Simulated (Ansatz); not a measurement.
Consider a check of PAW against all-electron LAPW of Ge, space group Imma (the Python package of Ansatz (0.2.0)).

`paw_lapw_ge.py`
```python
import ansatz
import numpy as np


def count_gap(report):
    # lowest empty less highest filled band, counting bands; zero where they overlap
    return max(report.get("gap_by_band_count_ev") or 0.0, 0.0)

cell = (
    ansatz.Lattice.from_parameters(3.914256, 3.914256, 3.914256, alpha=100.76742, beta=94.74441, gamma=136.9255)
    .atom("Ge", (0.185943, 0.935943, 0.25))
    .atom("Ge", (0.814057, 0.064057, 0.75))
)

calc = cell.calculation()
calc = calc.functional(ansatz.Functional.PBESOL).occupations("cold", width=0.1)
calc = calc.kpoints(spacing=0.2).stress()
calc = calc.forces().band_table()
variants = {
    "PAW": calc.pseudopotentials("paw"),
    "LAPW": calc.pseudopotentials("all_electron", lapw=True),
}
rows = []
for label, variant in variants.items():
    rep = variant.run().report
    levels = np.array(rep["eigenvalues_ev"][0]) - rep["fermi_energy_ev"]
    print(label, "levels at the first k-point near E_F:", np.round(levels[np.abs(levels) < 5], 3))
    rows.append((label, rep["n_electrons"], np.trace(rep["stress_gpa"]) / 3, count_gap(rep)))
lines = [",".join(["treatment", "electrons in bands", "P GPa", "gap by band count eV"])] + [",".join(f"{v:.4f}" if isinstance(v, float) else str(v) for v in row) for row in rows]
print("\n".join(lines))
with open("paw_lapw.csv", "w") as handle:
    handle.write("\n".join(lines) + "\n")
```

How well do the two treatments of the cores agree on the pressure?

PAW gives -2.603 GPa and LAPW -2.573 GPa, 0.030 GPa apart. They took 8.1 and 55.1 s of processor time.

The run itself:

```console
$ python paw_lapw_ge.py
DeckWarning: basis.ecutwfc = 420 eV, auto-derived from the records' recommended cutoffs: set by Ge (normal level)
PAW levels at the first k-point near E_F: [-3.792 -2.317 -1.871  3.447]
LAPW levels at the first k-point near E_F: [-3.792 -2.317 -1.871  3.445]
treatment,electrons in bands,P GPa,gap by band count eV
PAW,28.0000,-2.6027,0.0000
LAPW,44.0000,-2.5731,0.0000
```
(Warnings from the package without file and line.)

Caveats:
- The computed bands are complete only to about 3.9 eV above the Fermi level.
- A gap by band count of zero or less means overlapping bands, a metal.
- This isn't the structure that Ge takes at ambient conditions.
- Levels are Kohn-Sham eigenvalues on this mesh, without spin-orbit coupling.
- Pressure is positive in compression; the treatments may keep other shells as core, so totals and counts of electrons can differ.
- It ran for 64 s on 1 thread of Intel(R) Xeon(R) Processor @ 2.30GHz, with other jobs on the host, peak memory 1.2 GiB.
